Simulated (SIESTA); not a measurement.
## BaSrNbBiO6 under changes of volume

One of the cells (16.231 Å³/atom); the others are scaled copies at fixed shape and fractional positions:

```
Bi Ba Nb Sr O
1.0
     0.00000    4.32955    4.32955
     4.32955    0.00000    4.32955
     4.32955    4.32955    0.00000
Bi Ba Nb Sr O
1 1 1 1 6
Direct
  0.00000 0.00000 0.00000
  0.75000 0.75000 0.75000
  0.50000 0.50000 0.50000
  0.25000 0.25000 0.25000
  0.73236 0.73236 0.26764
  0.26764 0.26764 0.73236
  0.73236 0.26764 0.73236
  0.26764 0.73236 0.26764
  0.26764 0.73236 0.73236
  0.73236 0.26764 0.26764
```

The cell comes from a database or a generator and needn't be the stable form of this composition.

* Program: SIESTA 5.4.2
* Functional: LDA
* Potentials or basis: PseudoDojo 0.4 standard (LDA files)
* Basis: DZP (energy shift 0.003 Ry; two zetas on semicore shells; d shell added on Ba, Sr)
* Grid cutoff: 800 Ry
* Energy shift: 0.003 Ry
* k mesh: 4 × 4 × 4
* Occupations: fermi-dirac, width 0.05 eV
* Spin: no spin polarisation

| volume (Å³/atom) | energy over the lowest point (meV/atom) | pressure (GPa) | gap on the mesh (eV) | largest force (eV/Å) |
| --- | --- | --- | --- | --- |
| 15.258 | 0.00 | 1.4 | 1.77 | 0.126 |
| 15.582 | 0.45 | -1.8 | 1.82 | 0.015 |
| 15.907 | ? | ? | ? | ? |
| 16.231 | 19.31 | -7.3 | 1.91 | 0.274 |
| 16.556 | 36.44 | -9.5 | 1.95 | 0.387 |
| 16.881 | 57.91 | -11.6 | 1.98 | 0.496 |
| 17.205 | 83.32 | -13.4 | 2.01 | 0.597 |

Question: What does the run at 15.907 Å³/atom give?

Answer: Energy over the lowest point 7.11 meV/atom; pressure -4.7 GPa; gap on the mesh 1.87 eV; largest force 0.149 eV/Å.

Worked out: A Birch-Murnaghan fit of order 3 (a polynomial in V^(-2/3)) to the other rows has its minimum at 15.40 Å³/atom with B0 = V·E''(V) = 155 GPa and B' = 4.5 at fixed shape and positions, which overstates the stiffness. It gives 7.14 meV/atom at 15.907 Å³/atom, against the run's 7.11, and -dE/dV = -4.7 GPa, against -4.7. A parabola through the other rows of the gap, of slope 2.18 eV per unit of ln V (its deformation potential) there, gives 1.87 eV, against the run's 1.87.

Energies are extrapolated to zero smearing.

Caveats: this set's barium file shifts pressures by up to 1 GPa against other sets; spin-orbit coupling is left out, which as a rule narrows the gap of such compounds by several tenths of an eV; the basis of atomic orbitals isn't converged, which shifts pressures, moduli and gaps.

A mesh can miss the band edges.
